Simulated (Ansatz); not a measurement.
# A workflow on Si2H3OF (SMILES F[Si]O[SiH3])

Wanted: a series of 18 runs (HF/STO-3G, UHF/STO-3G, HF/3-21G, UHF/3-21G, HF/6-31G*, UHF/6-31G*, B3LYP/6-31G*, PBE/def2-SVP, and more) of FH3OSi2. 

Program for the calculation: Ansatz 0.2.0.

## 1. The structure to begin with

Si2H3OF: 7 atoms, total charge 0, spin state singlet. SMILES: `F[Si]O[SiH3]`. The shape is that of a PBE0-D4/def2-TZVP optimisation. This is one conformer, not always the lowest. The run starts from this shape.

Bond lengths: F1–Si2 1.617 Å, Si2–O3 1.630 Å, O3–Si4 1.657 Å, Si4–H5 1.482 Å, Si4–H6 1.483 Å, Si4–H7 1.483 Å. Angles: F1–Si2–O3 101.9°, Si2–O3–Si4 146.4°, O3–Si4–H5 107.7°, O3–Si4–H6 109.7°, O3–Si4–H7 109.7°, H5–Si4–H6 109.9°, H5–Si4–H7 109.9°, H6–Si4–H7 109.9°.

## 2. A structure relaxation at HF/STO-3G (start density atoms) (run 1)

Contents of molecule.yaml:

```yaml
crystal:
  periodic: [false, false, false]
  atoms:
    - symbol: F
      position_ang: [0.639300, -1.829500, 1.608700]
    - symbol: Si
      position_ang: [-0.428700, -2.165500, 0.441500]
    - symbol: O
      position_ang: [-0.538300, -0.736500, -0.334600]
    - symbol: Si
      position_ang: [-0.025600, 0.837100, -0.406700]
    - symbol: H
      position_ang: [-0.705100, 1.480700, -1.555500]
    - symbol: H
      position_ang: [-0.385700, 1.537800, 0.850000]
    - symbol: H
      position_ang: [1.444000, 0.875800, -0.603300]
basis:
  gaussian:
    orbitals: STO-3G
relax:
  f_tol: 0.002
hamiltonian:
  xc: hf
output:
  orbitals: {seedname: orbitals}
magnetization:
  spin_polarized: false
```

Run with:

```
ansatz run molecule.yaml --threads 1 --pin off --max-ram 3480MiB --events-out events.jsonl --progress --plain --runs-dir runs
```

Log:

```text
Warning: RAYON_NUM_THREADS=1 ignored (pool sized by the plan → 1); use --threads N
The last accepted step is kept in runs//last_step.txt (removed where the run ends without a failure and the disk answers)
[... 68 lines left out ...]
Total energy: -20269.29043614 eV, -744.8826845095 hartree
[... 7 lines left out ...]
Dipole moment:    -0.031114    -0.072051    -0.006471 e Å
```

Wall time 7.2 s (1 thread of Arm Neoverse V1, shared host); peak memory 0.1 GiB.

The path in brief:

| step | energy from the first frame kept (eV) | largest force (eV/Å) |
| --- | --- | --- |
| 1 | 0.0000 | 1.5701 |
| 2 | -0.2410 | 0.4430 |
| 3 | -0.2651 | 0.3438 |
| 4 | -0.2848 | 0.5465 |
| 5 | -0.3091 | 0.5540 |
| 6 | -0.3159 | 0.1638 |
| 7 | -0.3164 | 0.0849 |
| 8 | -0.3166 | 0.0084 |
| 9 | -0.3166 | 0.0019 |

After the run. Bond lengths: F1–Si2 1.614 Å, Si2–O3 1.624 Å, O3–Si4 1.663 Å, Si4–H5 1.423 Å, Si4–H6 1.425 Å, Si4–H7 1.425 Å. Angles: F1–Si2–O3 93.7°, Si2–O3–Si4 129.3°, O3–Si4–H5 107.7°, O3–Si4–H6 111.5°, O3–Si4–H7 111.5°, H5–Si4–H6 108.5°, H5–Si4–H7 108.5°, H6–Si4–H7 109.0°.

## 3. Vibrational wavenumbers at HF/STO-3G (start density atoms) (run 2)

Contents of molecule.yaml:

```yaml
crystal:
  periodic: [false, false, false]
  atoms:
    - symbol: F
      position_ang: [0.651189, -1.333652, 1.415057]
    - symbol: Si
      position_ang: [-0.392289, -2.112451, 0.461191]
    - symbol: O
      position_ang: [-0.669956, -0.812370, -0.471553]
    - symbol: Si
      position_ang: [-0.029768, 0.718959, -0.361089]
    - symbol: H
      position_ang: [-0.588928, 1.499107, -1.412009]
    - symbol: H
      position_ang: [-0.356931, 1.334308, 0.881306]
    - symbol: H
      position_ang: [1.386582, 0.706000, -0.512802]
basis:
  gaussian:
    orbitals: STO-3G
hamiltonian:
  xc: hf
phonons:
  temperatures:
    t_min: 298.15
    t_max: 298.15
    t_step: 1
```

Run with:

```
ansatz run molecule.yaml --threads 1 --pin off --max-ram 3480MiB --events-out events.jsonl --progress --plain --runs-dir runs
```

Log:

```text
Warning: RAYON_NUM_THREADS=1 ignored (pool sized by the plan → 1); use --threads N
[... 232 lines left out ...]
Total energy: -20269.29048147 eV, -744.8826861754 hartree
[... 7 lines left out ...]
Dipole moment:    -0.031114    -0.072051    -0.006472 e Å
Vibrations: 134.49 172.27 181.09 491.97 722.19 863.71 891.23 969.11 1189.14 1237.50 1242.67 1247.76 2854.40 2896.06 2903.80 cm⁻¹, zero-point energy 1.115697 eV
```

Wall time 18 s (1 thread of Arm Neoverse V1, shared host); peak memory 0.082 GiB.

Runs 3 to 8 aren't shown in full; the table further down has their settings and results.

## 4. A structure relaxation at HF/6-31G(d) (Cartesian functions, start density atoms) (run 9)

Contents of molecule.yaml:

```yaml
crystal:
  periodic: [false, false, false]
  atoms:
    - symbol: F
      position_ang: [0.639300, -1.829500, 1.608700]
    - symbol: Si
      position_ang: [-0.428700, -2.165500, 0.441500]
    - symbol: O
      position_ang: [-0.538300, -0.736500, -0.334600]
    - symbol: Si
      position_ang: [-0.025600, 0.837100, -0.406700]
    - symbol: H
      position_ang: [-0.705100, 1.480700, -1.555500]
    - symbol: H
      position_ang: [-0.385700, 1.537800, 0.850000]
    - symbol: H
      position_ang: [1.444000, 0.875800, -0.603300]
basis:
  gaussian:
    orbitals: "6-31G*"
output: {orbitals: {seedname: orbitals}}
hamiltonian:
  xc: hf
magnetization:
  spin_polarized: false
relax:
  f_tol: 0.002
```

Run with:

```
ansatz run molecule.yaml --threads 1 --pin off --max-ram 3480MiB --events-out events.jsonl --progress --plain --runs-dir runs
```

Log:

```text
Warning: RAYON_NUM_THREADS=1 ignored (pool sized by the plan → 1); use --threads N
The last accepted step is kept in runs//last_step.txt (removed where the run ends without a failure and the disk answers)
[... 74 lines left out ...]
Total energy: -20517.33524731 eV, -753.9981631892 hartree
[... 7 lines left out ...]
Dipole moment:    -0.048837     0.151049    -0.128911 e Å
```

Run time: 15 s. Hardware: 1 thread of Arm Neoverse V1, shared host; peak memory 0.13 GiB.

Step by step:

| step | energy from the first frame kept (eV) | largest force (eV/Å) |
| --- | --- | --- |
| 1 | 0.0000 | 0.3843 |
| 2 | -0.0081 | 0.2034 |
| 3 | -0.0092 | 0.0428 |
| 4 | -0.0093 | 0.0219 |
| 5 | -0.0093 | 0.0266 |
| 6 | -0.0094 | 0.0285 |
| 7 | -0.0094 | 0.0078 |
| 8 | -0.0094 | 0.0018 |
| 9 | -0.0094 | 0.0033 |
| 10 | -0.0094 | 0.0001 |

After the run. Bond lengths: F1–Si2 1.608 Å, Si2–O3 1.628 Å, O3–Si4 1.653 Å, Si4–H5 1.470 Å, Si4–H6 1.472 Å, Si4–H7 1.472 Å. Angles: F1–Si2–O3 100.6°, Si2–O3–Si4 148.0°, O3–Si4–H5 108.2°, O3–Si4–H6 110.0°, O3–Si4–H7 110.0°, H5–Si4–H6 109.6°, H5–Si4–H7 109.6°, H6–Si4–H7 109.5°.

Runs 10 to 17 aren't shown in full; the table further down has their settings and results.

## 5. Vibrational wavenumbers at MP2/6-31G(d) (Cartesian functions, start density atoms) (run 18)

Contents of molecule.yaml:

```yaml
crystal:
  periodic: [false, false, false]
  atoms:
    - {symbol: F, position_ang: [0.666950, -1.663053, 1.581904]}
    - {symbol: Si, position_ang: [-0.411548, -2.164055, 0.459189]}
    - {symbol: O, position_ang: [-0.617970, -0.777067, -0.423189]}
    - {symbol: Si, position_ang: [-0.030413, 0.805777, -0.400491]}
    - {symbol: H, position_ang: [-0.668273, 1.527520, -1.523723]}
    - {symbol: H, position_ang: [-0.379895, 1.462903, 0.880700]}
    - {symbol: H, position_ang: [1.441049, 0.807875, -0.574290]}
basis:
  gaussian: {orbitals: "6-31G*"}
correlation: {method: mp2}
phonons: {temperatures: {t_min: 298.15, t_max: 298.15, t_step: 1}}
```

Run with:

```
ansatz run molecule.yaml --threads 1 --pin off --max-ram 3480MiB --events-out events.jsonl --progress --plain --runs-dir runs
```

Log:

```text
Warning: RAYON_NUM_THREADS=1 ignored (pool sized by the plan → 1); use --threads N
[... 41 lines left out ...]
12 core orbitals not correlated: weight in the atoms' cores, before any rotation towards them, 1.000 or more for the frozen orbitals, at most 0.000 for the correlated occupied ones
[... 144 lines left out ...]
12 core orbitals not correlated: weight in the atoms' cores, before any rotation towards them, 1.000 or more for the frozen orbitals, at most 0.000 for the correlated occupied ones
[... 141 lines left out ...]
Dipole moment:    -0.022475     0.138103    -0.090152 e Å
[... 1 line left out ...]
Checks for a lower state left out: cluster_reference
```

Run time: 86 s. Hardware: 1 thread of Arm Neoverse V1, shared host; peak memory 0.14 GiB.

## 6. All runs side by side

| run | level | task | walk f tol | partner | energy (Eh) | dipole moment (D) | wall time |
| --- | --- | --- | --- | --- | --- | --- | --- |
| 1 | HF/STO-3G (start density atoms) | optimise | 0.002 | base | -744.882685 | 0.38 | 7.2 s |
| 2 | HF/STO-3G (start density atoms) | frequencies | – | base | -744.882686 | 0.38 | 18 s |
| 3 | UHF/STO-3G (start density atoms) | energy | – | cation | -744.651783 | – | 1.4 s |
| 4 | UHF/STO-3G (start density atoms) | optimise | – | cation | -744.710786 | – | 24 s |
| 5 | HF/3-21G (start density atoms) | optimise | 0.002 | base | -750.025492 | 1.65 | 9.9 s |
| 6 | HF/3-21G (start density atoms) | frequencies | – | base | -750.025492 | 1.65 | 17 s |
| 7 | UHF/3-21G (start density atoms) | energy | – | cation | -749.680301 | – | 0.87 s |
| 8 | UHF/3-21G (start density atoms) | optimise | – | cation | -749.703306 | – | 9 s |
| 9 | HF/6-31G* (Cartesian functions, start density atoms) | optimise | 0.002 | base | -753.998163 | 0.98 | 15 s |
| 10 | HF/6-31G* (Cartesian functions, start density atoms) | frequencies | – | base | -753.998163 | 0.98 | 43 s |
| 11 | UHF/6-31G* (Cartesian functions, start density atoms) | energy | – | cation | -753.658174 | – | 1.9 s |
| 12 | UHF/6-31G* (Cartesian functions, start density atoms) | optimise | – | cation | -753.690935 | – | 23 s |
| 13 | B3LYP/6-31G* (Cartesian functions, start density atoms) | optimise | 0.002 | base | -755.962469 | 0.79 | 37 s |
| 14 | B3LYP/6-31G* (Cartesian functions, start density atoms) | frequencies | – | base | -755.962469 | 0.79 | 86 s |
| 15 | PBE/def2-SVP (start density atoms) | optimise | 0.002 | base | -755.156978 | 0.80 | 23 s |
| 16 | PBE/def2-SVP (start density atoms) | frequencies | – | base | -755.156978 | 0.80 | 56 s |
| 17 | MP2/6-31G* (Cartesian functions, start density atoms) | optimise | 0.002 | base | -754.500043 | 0.80 | 26 s |
| 18 | MP2/6-31G* (Cartesian functions, start density atoms) | frequencies | – | base | -754.500044 | 0.80 | 86 s |

## 7. Outcome

| quantity | value |
| --- | --- |
| run 18, MP2/6-31G*: total energy | -754.50004 Eh |
| run 18, MP2/6-31G*: dipole moment (correlated density) | 0.80 D |
| run 18, MP2/6-31G*: correlation energy (12 core orbitals frozen) | -503.8 mEh |
| run 18, MP2/6-31G*: largest force on an atom | 0.001 eV/Å |
| run 18, MP2/6-31G*: lowest harmonic wavenumber | 87 cm⁻¹ |
| run 18, MP2/6-31G*: highest harmonic wavenumber | 2352 cm⁻¹ |
| run 18, MP2/6-31G*: zero-point energy | 88.4 kJ/mol |
| vertical ionisation energy (to the doublet cation), HF/STO-3G | 6.283 eV |
| vertical ionisation energy (to the doublet cation), HF/3-21G | 9.393 eV |
| vertical ionisation energy (to the doublet cation), HF/6-31G* | 9.252 eV |
| adiabatic ionisation energy (to the doublet cation, no zero-point term), HF/STO-3G | 4.678 eV |
| adiabatic ionisation energy (to the doublet cation, no zero-point term), HF/3-21G | 8.767 eV |
| adiabatic ionisation energy (to the doublet cation, no zero-point term), HF/6-31G* | 8.360 eV |

**Reading.** At HF/STO-3G: the vertical ionisation energy comes to 6.28 eV (145 kcal/mol). In a minimal basis such a difference can be off by several eV, whatever the method. At HF/3-21G: removing an electron at fixed nuclei costs 9.39 eV (217 kcal/mol). At HF/6-31G*: removing an electron at fixed nuclei costs 9.25 eV (893 kJ/mol). At HF/STO-3G: the adiabatic ionisation energy (to the doublet cation, no zero-point term) is 4.68 eV (108 kcal/mol). At HF/3-21G: the adiabatic ionisation energy (to the doublet cation, no zero-point term) is 8.77 eV (846 kJ/mol). Totals of different functionals can't be ranked against each other. In runs 1, 2, 3, 4 the basis is minimal, so the values are rough. All runs together took 8 min, the longest 86 s.
